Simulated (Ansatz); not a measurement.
**C2H4OSeSi: small, medium and large basis sets**

One table from this session's results is given with a row withheld; the runs are named, their logs left out.

Method: one geometry, several basis sets; program: Ansatz 0.2.0, Gaussian basis.

The runs, in order: PBE0-D4/def2-SVP; ωB97M-V/def2-SVP; PBE0-D4/def2-QZVPP; ωB97M-V/def2-QZVPP; the functionals' def2-TZVPP values are taken from earlier runs.

### Structure used throughout

The geometry comes from an earlier relaxation with PBE0-D4 in a triple-zeta def2 set; it is a stationary point, not always the lowest conformer.

SMILES `O=C([SiH3])C=[Se]`, 9 atoms, charge 0, spin multiplicity 1.

Atoms are counted from 1 here; the program's logs count them from 0.

Bond lengths: O1–C2 1.212 Å, C2–Si3 1.942 Å, C2–C4 1.488 Å, Si3–H6 1.483 Å, Si3–H7 1.482 Å, Si3–H8 1.483 Å, C4–Se5 1.748 Å, C4–H9 1.090 Å. Angles: O1–C2–Si3 121.0°, O1–C2–C4 118.8°, Si3–C2–C4 120.2°, C2–Si3–H6 110.9°, C2–Si3–H7 104.4°, C2–Si3–H8 111.0°, H6–Si3–H7 110.0°, H6–Si3–H8 110.4°, H7–Si3–H8 110.0°, C2–C4–Se5 122.0°, C2–C4–H9 115.5°, Se5–C4–H9 122.5°.

As a file:

```xyz
9
C2H4OSeSi
O    -0.8246   -1.7121    0.5693
C    -0.5090   -0.5958    0.2183
Si    1.3512   -0.1335   -0.0921
C    -1.5753    0.4240    0.0259
Se   -1.2153    2.0562   -0.4870
H     1.5696    0.2629   -1.5048
H     2.0944   -1.3810    0.2056
H     1.7890    0.9494    0.8225
H    -2.5914    0.0834    0.2252
```

The first run:

The input, in.yaml:

```yaml
crystal:
  periodic: [false, false, false]
  atoms:
    - {symbol: O, position_ang: [-0.824618, -1.712102, 0.569262]}
    - {symbol: C, position_ang: [-0.509043, -0.595785, 0.218293]}
    - {symbol: Si, position_ang: [1.351168, -0.133477, -0.092105]}
    - {symbol: C, position_ang: [-1.575252, 0.424029, 0.025926]}
    - {symbol: Se, position_ang: [-1.215342, 2.056166, -0.487008]}
    - {symbol: H, position_ang: [1.569568, 0.262938, -1.504815]}
    - {symbol: H, position_ang: [2.094407, -1.380969, 0.205646]}
    - {symbol: H, position_ang: [1.788965, 0.949363, 0.822457]}
    - {symbol: H, position_ang: [-2.591353, 0.083437, 0.225244]}
basis:
  gaussian: {orbitals: def2-SVP}
hamiltonian: {xc: pbe0, dispersion: d4}
output: {orbitals: {seedname: orbitals}}
```

On the command line:

```sh
ansatz run in.yaml --threads 4 --pin off --events-out ev --progress --plain --max-ram 10444MiB
```

Steps of the session up to this table: PBE0-D4 in def2-SVP; ωB97M-V in def2-SVP; PBE0-D4 in def2-QZVPP; ωB97M-V in def2-QZVPP.

One table of the session follows, with a row left open; its other results are not shown here.

It belongs to the step «Functionals by basis». 

| functional | basis | HOMO (eV) | LUMO (eV) |
| --- | --- | --- | --- |
| PBE0-D4 | def2-SVP | -6.90 | -3.88 |
| PBE0-D4 | def2-TZVPP | -7.01 | -3.97 |
| PBE0-D4 | def2-QZVPP | -7.03 | -3.99 |
| ωB97M-V | def2-SVP | -9.05 | -1.70 |
| ωB97M-V | def2-TZVPP | ? | ? |
| ωB97M-V | def2-QZVPP | -9.20 | -1.87 |

**Question.** Estimate the row for ωB97M-V, def2-TZVPP.

As computed: HOMO (eV): -9.18; LUMO (eV): -1.85. In the column «HOMO (eV)» it lies between ωB97M-V, def2-QZVPP (-9.20) and ωB97M-V, def2-SVP (-9.05).
